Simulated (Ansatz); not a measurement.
Hf2Pd2Se2Br2O3:

```
CELL_PARAMETERS angstrom
7.58666 -1.70971 -1.17576
7.58666 1.70971 -1.17576
-2.02446 0.00000 13.05155
ATOMIC_POSITIONS crystal
Hf 0.94514 0.94514 0.06144
Hf 0.60628 0.60628 0.28309
Pd 0.17920 0.17920 0.50964
Pd 0.32286 0.32286 0.74307
Se 0.92232 0.92232 0.84566
Se 0.78991 0.78991 0.58800
Br 0.58645 0.58645 0.04520
Br 0.24604 0.24604 0.28651
O 0.59701 0.59701 0.42127
O 0.38554 0.38554 0.07302
O 0.03094 0.03094 0.22169
```

The cell was built by a generator and needn't be a form met in nature.

- Program: Ansatz 0.2.0
- Task: single point
- Functional: PBE
- Potentials or basis: Ansatz PAW
- Cutoff: 420 eV (not typed: the program's choice for these potentials)
- k mesh: 8 × 8 × 2
- Occupations: fermi-dirac, width 0.05 eV
- Spin: no spin polarisation

On this cell: pressure 0.0 GPa; largest force 0.006 eV/Å; band gap on the k mesh 0.84 eV, indirect (least direct gap 0.88 eV).

The same run follows on a disturbed copy (atoms moved at random, drawn with an rms of 0.05 Å):

```
Hf Pd Se Br O
1.0
     7.58666   -1.70971   -1.17576
     7.58666    1.70971   -1.17576
    -2.02446    0.00000   13.05155
Hf Pd Se Br O
2 2 2 2 3
Direct
  0.93841 0.94841 0.05839
  0.61134 0.59695 0.28087
  0.19228 0.16582 0.50815
  0.32687 0.31928 0.74377
  0.93751 0.90927 0.84705
  0.79108 0.79464 0.58654
  0.58779 0.58315 0.04574
  0.26115 0.23457 0.28620
  0.58754 0.60451 0.42483
  0.37808 0.39120 0.07066
  0.02065 0.03957 0.22091
```

Task: What does the disturbed cell give?

Result: The energy moves by +11.6 meV/atom; pressure -0.8 GPa; largest force 1.624 eV/Å; band gap on the k mesh 0.79 eV, indirect (least direct gap 0.83 eV).

Forces on the atoms (eV/Å):
```
Hf   0.044  0.073  0.153
Hf   0.237  0.547  1.511
Pd   0.298  0.551  0.100
Pd   0.142 -0.253 -0.160
Se  -0.124  0.307 -0.237
Se  -0.349 -0.308  0.044
Br   0.112  0.047  0.027
Br  -0.400  0.090  0.001
O    0.257 -0.329 -1.439
O   -0.114 -0.115  0.067
O   -0.103 -0.613 -0.068
```

Stress tensor (GPa, compression positive):
```
-0.60  0.55  0.06
 0.55 -0.25  0.13
 0.06  0.13 -1.43
```

Caveats: spin-orbit coupling is left out, which moves the levels of the heavy elements.

A k mesh can miss the band edges.
